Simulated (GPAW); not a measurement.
# Ge2Sb2Te5 (P-3m1) in GPAW: equation of state with LDA

Aim: the equation of state of Ge2Sb2Te5 with LDA.

Program: GPAW 26.7.0. These are calculated values, not measurements. Logs are shortened: lines on timing, memory, paths and dates and some standing lists are left out, and cuts for length are marked. The log counts tension as positive stress, the text compression.

### 1 The structure

It takes space group P-3m1 (No. 164, trigonal). Conventional cell: a = 4.294 Å, b = 4.294 Å, c = 17.101 Å, α = 90.00°, β = 90.00°, γ = 120.00°. Around Te (site symmetry 3m) lie 3 Sb at 3.01 Å. Around Te (site symmetry 3m) lie 3 Ge at 3.00 Å and 3 Sb at 3.20 Å. Te (site symmetry -3m) has 6 Ge at 3.04 Å as nearest neighbours. Around Sb (site symmetry 3m) lie 6 Te at 3.01 to 3.20 Å. Around Ge (site symmetry 3m) lie 6 Te at 3.00 to 3.04 Å.

The cell comes from a database or a generator and needn't be the stable form of this composition.

### 2 Equation of state, LDA

Contents of run.py:

```python
from ase import Atoms
from ase.eos import EquationOfState
from ase.io import Trajectory
from ase.units import GPa
from gpaw import GPAW, PW

atoms = Atoms(['Te', 'Te', 'Te', 'Te', 'Te', 'Sb', 'Sb', 'Ge', 'Ge'],
              cell=[[4.2940644248, 0.0, 0.0],
                    [-2.1470322124, 3.7187688774, 0.0],
                    [0.0, 0.0, 17.101346]],
              scaled_positions=[[0.6666666667, 0.3333333333, 0.419892],
                                [0.3333333333, 0.6666666667, 0.580108],
                                [0.3333333333, 0.6666666667, 0.201542],
                                [0.6666666667, 0.3333333333, 0.798458],
                                [0.0, 0.0, 0.0],
                                [0.0, 0.0, 0.320068],
                                [0.0, 0.0, 0.679932],
                                [0.6666666667, 0.3333333333, 0.102895],
                                [0.3333333333, 0.6666666667, 0.897105]],
              pbc=True)

traj = Trajectory('eos.traj', 'w')
volumes, energies = [], []
for x in [0.94, 0.96, 0.98, 1.0, 1.02, 1.04, 1.06]:
    a = atoms.copy()
    a.set_cell(atoms.cell * x**(1 / 3), scale_atoms=True)
    calc = GPAW(mode=PW(600),
                xc='LDA',
                kpts={'size': (5, 5, 1), 'gamma': True},
                occupations={'name': 'fermi-dirac', 'width': 0.05},
                nbands=56,
                convergence={'density': 1e-05, 'energy': 1e-05},
                maxiter=150,
                txt=f'eos-{x:.2f}.txt')
    a.calc = calc
    energies.append(a.get_potential_energy(force_consistent=True))
    volumes.append(a.get_volume())
    p = -a.get_stress()[:3].mean() / GPa
    calc.write(f'eos-{x:.2f}.gpw')
    traj.write(a)
    print(f'{x:.2f} {volumes[-1]:10.4f} A^3 {energies[-1]:14.6f} eV {p:9.3f} GPa', flush=True)

v0, e0, B = EquationOfState(volumes, energies, eos='birchmurnaghan').fit()
print(f'V0 = {v0:.4f} A^3, E0 = {e0:.6f} eV, B0 = {B / GPa:.2f} GPa')
```

Potentials or basis: the program's PAW data sets (release 1.2.1) made for this functional, pw.

Launch:

```bash
$ OMP_NUM_THREADS=1 python run.py
```

Log:

```text
__  _  _
 | _ |_)|_||  |
 |__||  | ||/\| - 26.7.0

Input parameters:
  mode=PW(ecut=600.0),
  convergence={'density': 1e-05, 'energy': 1e-05},
  kpts=MonkhorstPack(size=(5, 5, 1), gamma=True),
  maxiter=150,
  nbands=56,
  occupations=Occupations(name='fermi-dirac', width=0.05),
  xc=XC(name='LDA')

Diagonalizing LCAO Hamiltonian
Converting LCAO to pw mode

         Ge

             Te

       SbTe

             Te

       Sb
         Te

             Ge

       Te

Atoms  # Å, Bohr magnetons
|   | symbol |         x |        y |         z |    initial magnetic moments |
|---|--------|-----------|----------|-----------|-----------------------------|
| 0 |     Te |  2.103203 | 1.214285 |  7.034132 | ( 0.0000,  0.0000,  0.0000) |
| 1 |     Te | -0.000000 | 2.428570 |  9.718109 | ( 0.0000,  0.0000,  0.0000) |
| 2 |     Te | -0.000000 | 2.428570 |  3.376280 | ( 0.0000,  0.0000,  0.0000) |
| 3 |     Te |  2.103203 | 1.214285 | 13.375961 | ( 0.0000,  0.0000,  0.0000) |
| 4 |     Te |  0.000000 | 0.000000 |  0.000000 | ( 0.0000,  0.0000,  0.0000) |
| 5 |     Sb |  0.000000 | 0.000000 |  5.361856 | ( 0.0000,  0.0000,  0.0000) |
| 6 |     Sb |  0.000000 | 0.000000 | 11.390385 | ( 0.0000,  0.0000,  0.0000) |
| 7 |     Ge |  2.103203 | 1.214285 |  1.723722 | ( 0.0000,  0.0000,  0.0000) |
| 8 |     Ge | -0.000000 | 2.428570 | 15.028519 | ( 0.0000,  0.0000,  0.0000) |

Unit cell  # Å
| periodic |         x |        y |         z |   lengths |     angles |
|----------|-----------|----------|-----------|-----------|------------|
|      yes |  4.206406 | 0.000000 |  0.000000 |  4.206406 |  90.000000 |
|      yes | -2.103203 | 3.642854 |  0.000000 |  4.206406 |  90.000000 |
|      yes |  0.000000 | 0.000000 | 16.752241 | 16.752241 | 120.000000 |

Number of symmetries: 12
Symmetry operations  # r_c * U_cc + t_c -> r_c
|    | kind |            matrix            |
|----|------|------------------------------|
|  0 |  σ   |  1, 1, 0,  0,-1, 0,  0, 0, 1 |
|  1 |  S6  |  1, 1, 0, -1, 0, 0,  0, 0,-1 |
|  2 |  E   |  1, 0, 0,  0, 1, 0,  0, 0, 1 |
|  3 |  C2  |  1, 0, 0, -1,-1, 0,  0, 0,-1 |
|  4 |  C2  |  0, 1, 0,  1, 0, 0,  0, 0,-1 |
|  5 |  C3  |  0, 1, 0, -1,-1, 0,  0, 0, 1 |
|  6 |  S6  |  0,-1, 0,  1, 1, 0,  0, 0,-1 |
|  7 |  σ   |  0,-1, 0, -1, 0, 0,  0, 0, 1 |
|  8 |  σ   | -1, 0, 0,  1, 1, 0,  0, 0, 1 |
|  9 |  i   | -1, 0, 0,  0,-1, 0,  0, 0,-1 |
| 10 |  C3  | -1,-1, 0,  1, 0, 0,  0, 0, 1 |
| 11 |  C2  | -1,-1, 0,  0, 1, 0,  0, 0,-1 |

BZ-sampling:
  Number of BZ points: 25
  Number of IBZ points: 5

  Monkhorst-Pack size: [5, 5, 1]
  Monkhorst-Pack shift: [0, 0, 0]

K-points  # in reciprocal-cell coordinates
|   |                                coordinates |     weight |
|---|--------------------------------------------|------------|
| 0 | (  0.00000000,   0.00000000,   0.00000000) | 0.04000000 |
| 1 | (  0.20000000,   0.00000000,   0.00000000) | 0.24000000 |
| 2 | (  0.40000000,  -0.20000000,   0.00000000) | 0.24000000 |
| 3 | (  0.40000000,   0.00000000,   0.00000000) | 0.24000000 |
| 4 | (  0.40000000,   0.40000000,   0.00000000) | 0.24000000 |

Plane wave coefficients: 8653
Cutoff: 600.0 eV

Spin-components: 1 (collinear spins)
Bands:           56
Projectors:      47
Spin-degeneracy: 2
Datatype:        complex128

Parallelization:
  kpt:    1
  domain: 1
  band:   1

Density:
  Valence electrons: 68.0
  Components: 1
  Grid points: [24 24 96]
  Charge: 0.0  # |e|

Potential:
  Grid points: [24 24 96]

species:
  Te:
    name:    Tellurium
    Z:       52.0
    valence: 6
    core:    46
    charge:  0.0  # [|e|]
    compensation charges:
      type: gauss
      rc: 0.36  # [Å]
      lmax: 2
    cutoffs:
      filter: 2.09  # [Å]
      core: 3.17  # [Å]
    projectors
    | kind |    occ | energy [eV] | rcut [Å] |
    |------|--------|-------------|----------|
    |   5s |  2.000 |     -15.337 |    1.180 |
    |   5p |  4.000 |      -6.113 |    1.196 |
    |    s |        |      11.875 |    1.180 |
    |    p |        |      21.098 |    1.196 |
    |    d |        |       0.000 |    1.238 |

    Using partial waves for Te as LCAO basis

  Sb:
    name:    Antimony
    Z:       51.0
    valence: 15
    core:    36
    charge:  0.0  # [|e|]
    compensation charges:
      type: gauss
      rc: 0.36  # [Å]
      lmax: 2
    cutoffs:
      filter: 2.23  # [Å]
      core: 2.23  # [Å]
    projectors
    | kind |    occ | energy [eV] | rcut [Å] |
    |------|--------|-------------|----------|
    |   5s |  2.000 |     -13.069 |    1.154 |
    |   5p |  3.000 |      -4.994 |    1.233 |
    |   4d | 10.000 |     -33.564 |    1.196 |
    |    s |        |      14.142 |    1.154 |
    |    p |        |      22.217 |    1.233 |
    |    d |        |      -6.353 |    1.196 |

    Using partial waves for Sb as LCAO basis

  Ge:
    name:    Germanium
    Z:       32.0
    valence: 4
    core:    28
    charge:  0.0  # [|e|]
    compensation charges:
      type: gauss
      rc: 0.32  # [Å]
      lmax: 2
    cutoffs:
      filter: 1.77  # [Å]
      core: 3.42  # [Å]
    projectors
    | kind |    occ | energy [eV] | rcut [Å] |
    |------|--------|-------------|----------|
    |   4s |  2.000 |     -11.940 |    1.005 |
    |   4p |  2.000 |      -4.047 |    1.005 |
    |    s |        |      15.272 |    1.005 |
    |    p |        |      23.164 |    1.005 |
    |    d |        |       0.000 |    1.005 |

    Using partial waves for Ge as LCAO basis

Reference energy: -1389487.988757  # eV

eigensolver:
  PPCG
  Converge bands: occupied
  niter=2

density mixing:
  MSR1-Mixer
  Pratt-step length: 0.05
  Maximum mixing coefficient: 0.75
  Old densities: 10
  SVD Regularization: 0.005
  Good broyden scale: 1.0
  Trust region scale: 1.0
  Backstep threshold: 4.0
  History deletion threshold: 6.0
  Fourier metric: weight=20.0, sigma=0.015

occupation numbers:
  Fermi-Dirac:
    width: 0.0500  # eV

poisson solver:
  ecut: 4800.0  # eV

xc functional:
  name: None

convergence criteria:
- Maximum integral of absolute [dens]ity change: 1e-05 electrons / valence electron
- Maximum [total energy] change in last 3 cyles: 1e-05 eV / valence electron
- Maximum integral of absolute [eigenst]ate change: 4e-08 eV^2 / valence electron
maximum number of iterations: 150

SCF iterations
|iter     | |      energy | eigst |  dens |
|---------|-|-------------|-------|-------|
|iter:   1| |  -41.282796 | +0.60 |       |
|iter:   2| |  -41.171207 | -1.11 | -1.40 |
|iter:   3| |  -41.153385 | -2.27 | -1.46 |
|iter:   4| |  -41.101375 | -2.35 | -1.59 |
|iter:   5| |  -41.052670 | -2.68 | -1.77 |
|iter:   6| |  -41.045906 | -3.65 | -2.18 |
|iter:   7| |  -41.045713 | -5.08 | -2.89 |
|iter:   8| |  -41.045724c| -6.09 | -3.48 |
|iter:   9| |  -41.045718c| -6.96 | -3.92 |
|iter:  10| |  -41.045719c| -8.08c| -4.64 |
|iter:  11| |  -41.045719c| -8.85c| -5.23c|

Converged in 11 steps
Energy contributions relative to reference atoms: (reference = -1389487.988757)

Energy contributions:
  Kinetic:          51.541966
  Coulomb:         -51.698893
  Zero:              0.896246
  External:          0.000000
  Xc:              -41.781882
  Entropy:          -0.006314
  Spinorbit:         0.000000
  ----------------------------
  Free energy:     -41.048876
  Extrapolated:    -41.045719

dipole moment: (-24.354763, -42.183687, -71.870475)  # |e|*Ang

Fermi level: 6.722
Eigenvalues  # (at kpt = [0.000, 0.000, 0.000])
| band index |      eig [eV] | occ [0-2] |
|------------|---------------|-----------|
|          0 |       -22.987 |     2.000 |
|        ... |               |           |
|         26 |         4.890 |     2.000 |
|         27 |         4.931 |     2.000 |
|         28 |         4.931 |     2.000 |
|         29 |         5.248 |     2.000 |
|         30 |         5.248 |     2.000 |
|         31 |         5.475 |     2.000 |
[... 8 lines left out ...]
|         40 |         8.098 |     0.000 |
|         41 |         8.098 |     0.000 |
|        ... |               |           |
|         55 |        13.770 |     0.000 |

Gap: 0.131 eV
Transition (v -> c):
  (s=0, k=0, n=33, [0.00, 0.00, 0.00]) -> (s=0, k=0, n=34, [0.00, 0.00, 0.00])
No difference between direct/indirect transitions

Stress tensor  # eV/Ang^3
|        x |        y |        z |
|----------|----------|----------|
| 0.004988 | 0.000000 | 0.000000 |
| 0.000000 | 0.004988 | 0.000000 |
| 0.000000 | 0.000000 | 0.005773 |

# Writing to eos-0.94.gpw (mode='')
```

Run time: 3.5 min. Hardware: 1 thread of Intel Xeon Platinum 8488C (Sapphire Rapids), shared host; peak memory 0.5 GiB.

Results:

| Item | Value |
| --- | --- |
| Equilibrium volume | 28.12 Å³/atom (rough: see the caveat) |
| Bulk modulus at fixed shape and positions | 59 GPa (rough) |

Energy against volume, from the lowest point:
| volume (Å³/atom) | energy (meV/atom) |
| --- | --- |
| 28.522 | 0.00 |
| 29.129 | 5.24 |
| 29.736 | 14.45 |
| 30.343 | 27.22 |
| 30.950 | 43.14 |
| 31.557 | 61.88 |
| 32.163 | 83.13 |

Caveat: the k mesh is coarse (spacing up to 0.37 Å⁻¹), so the values aren't converged; the minimum lies outside the volumes run; the cell was scaled at fixed shape and fractional positions, which overstates the stiffness of a crystal with free parameters, most of all of layers and chains. Spin-orbit coupling is left out, which matters for the levels of Sb, Te.
